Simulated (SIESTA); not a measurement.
A run of SIESTA 5.4.2 is set up as follows.

Contents of SnSe2.fdf:

```
SystemName                      SnSe2
SystemLabel                     SnSe2
NumberOfSpecies                 2
NumberOfAtoms                   3
%block ChemicalSpeciesLabel
  1  50 Sn
  2  34 Se
%endblock ChemicalSpeciesLabel

LatticeConstant                 1.0 Ang
%block LatticeVectors
     3.8110000000     0.0000000000     0.0000000000
    -1.9055000000     3.3004228138     0.0000000000
     0.0000000000     0.0000000000     6.1360000000
%endblock LatticeVectors
AtomicCoordinatesFormat         Fractional
%block AtomicCoordinatesAndAtomicSpecies
     0.0000000000     0.0000000000     0.0000000000  1  Sn
     0.6666666667     0.3333333333     0.7510000000  2  Se
     0.3333333333     0.6666666667     0.2490000000  2  Se
%endblock AtomicCoordinatesAndAtomicSpecies

%block kgrid.MonkhorstPack
    8   0   0  0.0
    0   8   0  0.0
    0   0   5  0.0
%endblock kgrid.MonkhorstPack
XC.Functional                   LDA
XC.Authors                      PW92
PAO.BasisSize                   DZP
PAO.EnergyShift                 0.003 Ry
Mesh.Cutoff                     500 Ry
OccupationFunction              FD
ElectronicTemperature           0.05 eV
MaxSCFIterations                120
SCF.MustConverge                false
SCF.Mixer.Method                Pulay
SCF.Mixer.Weight                0.25
SCF.Mixer.History               8
SCF.DM.Tolerance                5.0e-05
SCF.H.Tolerance                 1.0e-03 eV
WriteForces                     true
Charge.Mulliken                 end
BandLinesScale                  ReciprocalLatticeVectors
%block BandLines
    1    0.000000   0.000000   0.000000  \Gamma
   11    0.500000   0.000000   0.000000  M
    7    0.333333   0.333333   0.000000  K
   13    0.000000   0.000000   0.000000  \Gamma
    6    0.000000   0.000000   0.500000  A
   11    0.500000   0.000000   0.500000  L
    7    0.333333   0.333333   0.500000  H
   13    0.000000   0.000000   0.500000  A
    1    0.500000   0.000000   0.500000  L
    6    0.500000   0.000000   0.000000  M
    1    0.333333   0.333333   0.000000  K
    6    0.333333   0.333333   0.500000  H
%endblock BandLines
%block PAO.Basis
  Sn 4
  n=5 0 2
    6.393 0.000
  n=5 1 2
    8.565 0.000
  n=4 2 2
    3.767 0.000
  n=5 2 1
    8.565
  Se 4
  n=4 0 2
    5.129 0.000
  n=4 1 2
    6.695 0.000
  n=3 2 2
    2.657 0.000
  n=4 2 1
    6.695
%endblock PAO.Basis
```

Potentials or basis: PseudoDojo 0.4 standard (LDA files), DZP (energy shift 0.003 Ry; two zetas on semicore shells).

The run is started by

```sh
$ siesta SnSe2.fdf > SnSe2.out 2>&1
```

Task: Predict the largest force.

Result: 0.855 eV/Å.

Task: Estimate the band gap on the k mesh.

Result: 0.62 eV, indirect (least direct gap 0.72 eV).

Stress tensor (GPa, compression positive):
```
2.53 0.00 0.00
0.00 2.53 0.00
0.00 0.00 4.28
```

Caveat: spin-orbit coupling is left out, which moves the levels of the heavy elements; the basis of atomic orbitals isn't converged, which shifts pressures, moduli and gaps.
